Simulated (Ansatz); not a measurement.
# HfSnO4: the cost of one run

Method: DFT PBE, scalar-relativistic, plane waves, PAW, in Ansatz 0.2.0.

## Step 1: The system as given

Symmetry: Cmmm, No. 65, orthorhombic system. The conventional cell has a = 7.068 Å, b = 7.068 Å, c = 3.361 Å, α = 90.00°, β = 90.00°, γ = 90.00°. Hf (site symmetry mmm) is surrounded by 6 O at 2.16 to 2.17 Å. Sn (site symmetry mmm) has 6 O at 2.16 to 2.17 Å as nearest neighbours. Around O (site symmetry 2mm) lie 2 Hf at 2.16 Å and 1 Sn at 2.17 Å. O (site symmetry m2m) is surrounded by 2 Sn at 2.16 Å and 1 Hf at 2.17 Å.

Structure file:

```
Hf Sn O
1.0
     3.53406   -3.53406    0.00000
     3.53406    3.53406    0.00000
     0.00000    0.00000    3.36131
Hf Sn O
1 1 4
Cartesian
  3.5341 0.0000 1.6807
  0.0000 0.0000 0.0000
  3.5341 -1.3634 0.0000
  1.3634 0.0000 1.6807
  3.5341 1.3634 0.0000
  5.7047 0.0000 1.6807
```

The start is an ordering of an alloy on its end members' structure types: elements ordered on the sites of the SnO2 type, Hf/Sn on Sn (Cmmm, No. 65).

## Step 2: The guess as it stands, on a coarse mesh

input.yaml reads:

```yaml
crystal:
  lattice:
    - [3.53406151, -3.53406151, 0.0]
    - [3.53406151, 3.53406151, 0.0]
    - [0.0, 0.0, 3.3613055]
  atoms:
    - { symbol: Hf, position: [0.5, 0.5, 0.5] }
    - { symbol: Sn, position: [0.0, 0.0, 0.0] }
    - { symbol: O, position: [0.6929, 0.3071, 0.0] }
    - { symbol: O, position: [0.1929, 0.1929, 0.5] }
    - { symbol: O, position: [0.3071, 0.6929, 0.0] }
    - { symbol: O, position: [0.8071, 0.8071, 0.5] }
basis:
  ecutwfc: 420
kpoints:
  mp_grid: { grid: [4, 4, 6] }
hamiltonian:
  xc: pbe
scf:
  occupations: { method: gaussian, width: 0.1 }
  lower_state_search: "off"
output:
  forces: true
  stress: true
  eigenvalues: true
```

Run with:

```sh
$ ansatz run input.yaml --threads 1 --pin off --max-ram 2560MiB --backend cpu --events-out ev --progress --plain --runs-dir out
```

Q: Estimate wall time and peak memory on 1 thread of AMD EPYC 9R45 (Zen 5), shared host.

About 1.9 s, with a peak of 0.42 GiB.
